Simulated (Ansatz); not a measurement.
# PBE/6-31G(d) (spherical functions) run of GaSiH3F2 (SMILES [F][Ga]([F])[SiH3])

What is the vertical ionisation energy of GaSiH3F2 at PBE/6-31G* (spherical functions)? 

The results are computed with Ansatz 0.2.0.

78 further runs of the same task are left out: 1 that didn't finish, 77 set aside as unsound or not needed. Runs told in other sessions of the task aren't counted.

## (1) The structure to begin with

GaSiH3F2 has 7 atoms, charge 0, and is taken as a singlet. SMILES: `[F][Ga]([F])[SiH3]`. The shape is that of a PBE0-D4/def2-TZVP optimisation.

Bond lengths: F1–Ga2 1.750 Å, Ga2–F3 1.749 Å, Ga2–Si4 2.387 Å, Si4–H5 1.483 Å, Si4–H6 1.483 Å, Si4–H7 1.484 Å. Angles: F1–Ga2–F3 110.4°, F1–Ga2–Si4 124.5°, F3–Ga2–Si4 125.2°, Ga2–Si4–H5 109.3°, Ga2–Si4–H6 108.8°, Ga2–Si4–H7 107.8°, H5–Si4–H6 110.6°, H5–Si4–H7 110.2°, H6–Si4–H7 110.0°.

## (2) The energy at PBE/6-31G(d) (spherical functions)

input.yaml

```yaml
basis:
  gaussian:
    orbitals: 6-31G_st_-spherical.json
crystal:
  periodic: [false, false, false]
  atoms:
    - {symbol: F, position_ang: [0.337700, -1.716900, 2.042000]}
    - {symbol: Ga, position_ang: [0.749800, -0.872200, 0.566000]}
    - {symbol: F, position_ang: [2.304600, -1.409500, -0.029300]}
    - {symbol: Si, position_ang: [-0.636100, 0.761900, -0.486900]}
    - {symbol: H, position_ang: [0.191200, 1.594100, -1.392900]}
    - {symbol: H, position_ang: [-1.267600, 1.599600, 0.561500]}
    - {symbol: H, position_ang: [-1.679500, 0.043100, -1.260400]}
accuracy: high
output: {orbitals: {seedname: orbitals}}
hamiltonian:
  xc: {name: PBE}
```

The basis set 6-31G* is read from a file made from the Basis Set Exchange's data (not shown).

Launch:

```
$ ansatz run input.yaml --threads 1 --pin off --max-ram 3480MiB --events-out events.jsonl --progress --plain --runs-dir runs
```

The program printed:

```text
Warning: RAYON_NUM_THREADS=1 ignored (pool sized by the plan → 1); use --threads N
Functional definition: PBE
  name "PBE"
  parameter kappa = 0.804
  parameter beta = 0.06672455060314922
  exchange = pbe_x(kappa = kappa, mu = beta*pi^2/3)
  correlation = pbe_c(beta = beta)
1770 factors; integrals over basis functions are off by at most 5.7e-9 eV
mean field evaluation 1: about -65709.9952 eV, gradient 5.6e1 eV
mean field evaluation 2: about -65671.5566 eV, gradient 1.6e2 eV
mean field evaluation 4: about -65714.7985 eV, gradient 9.0e0 eV
mean field evaluation 8: about -65714.8977 eV, gradient 5.4e-1 eV
mean field evaluation 16: about -65714.8983 eV, gradient 1.9e-5 eV
mean field -65714.89833226 eV, -2414.9779705526 hartree, gradient 5.6e-8 eV, S^2 0.000000; 0 other end points of the search recorded, 0 dependent functions left out
reference -65714.89833694 eV, -2414.9779707246 hartree; 33, 33 occupied and 51, 51 virtual orbitals, 1770 factors
Total energy: -65714.89833694 eV, -2414.9779707246 hartree
```

Run time: 12 s. Hardware: 1 thread of Arm Neoverse N1, shared host; peak memory 0.21 GiB.

## (3) The doublet cation, same level

job.yaml

```yaml
crystal:
  periodic: [false, false, false]
  atoms:
    - {symbol: F, position_ang: [0.337700, -1.716900, 2.042000]}
    - {symbol: Ga, position_ang: [0.749800, -0.872200, 0.566000]}
    - {symbol: F, position_ang: [2.304600, -1.409500, -0.029300]}
    - {symbol: Si, position_ang: [-0.636100, 0.761900, -0.486900]}
    - {symbol: H, position_ang: [0.191200, 1.594100, -1.392900]}
    - {symbol: H, position_ang: [-1.267600, 1.599600, 0.561500]}
    - {symbol: H, position_ang: [-1.679500, 0.043100, -1.260400]}
basis:
  gaussian: {orbitals: 6-31G_st_-spherical.json}
total_charge: 1
magnetization: {spin_polarized: true, initial_magnetization: 1}
hamiltonian: {xc: pbe}
accuracy: high
output: {orbitals: {seedname: orbitals}}
```

The basis set 6-31G* is read from a file made from the Basis Set Exchange's data (not shown).

Launch:

```
$ ansatz run job.yaml --threads 1 --pin off --max-ram 3480MiB --events-out events.jsonl --progress --plain --runs-dir runs
```

The program printed:

```text
Warning: RAYON_NUM_THREADS=1 ignored (pool sized by the plan → 1); use --threads N
[... 6 set-up lines as earlier in the session ...]
1769 factors; integrals over basis functions are off by at most 5.7e-9 eV
mean field evaluation 1: about -65687.5455 eV, gradient 7.0e1 eV
mean field evaluation 2: about -65270.3043 eV, gradient 2.6e2 eV
mean field evaluation 4: about -65689.1553 eV, gradient 5.2e1 eV
mean field evaluation 8: about -65704.1095 eV, gradient 2.4e0 eV
mean field evaluation 16: about -65704.1431 eV, gradient 2.4e-3 eV
mean field evaluation 32: about -65701.2572 eV, gradient 1.6e1 eV
mean field -65704.14310063 eV, -2414.5827230802 hartree, gradient 2.4e-8 eV, S^2 0.752263; 4 other end points of the search recorded, 0 dependent functions left out
reference -65704.14310553 eV, -2414.5827232605 hartree; 33, 32 occupied and 51, 52 virtual orbitals, 1769 factors
Total energy: -65704.14310553 eV, -2414.5827232605 hartree
```

Run time: 25 s. Hardware: 1 thread of Arm Neoverse N1, shared host; peak memory 0.28 GiB.

## (4) Summary of results

Level: PBE/6-31G* (spherical functions).

| quantity | value |
| --- | --- |
| singlet GaSiH3F2: total energy | -2414.97797 Eh |
| singlet GaSiH3F2: HOMO energy | -7.60 eV |
| singlet GaSiH3F2: LUMO energy | -2.27 eV |
| singlet GaSiH3F2: HOMO–LUMO gap | 5.33 eV |
| doublet cation: total energy | -2414.58272 Eh |
| doublet cation: HOMO energy (highest over α and β) | -14.70 eV |
| doublet cation: LUMO energy (lowest over α and β) | -13.91 eV |
| doublet cation: ⟨S²⟩ | 0.752 |
| vertical ionisation energy (to the doublet cation) | 10.755 eV |

What this shows: Removing an electron at fixed nuclei costs 10.76 eV (248 kcal/mol). The negative HOMO energy of the first species, 7.60 eV, lies 3.16 eV below that difference.
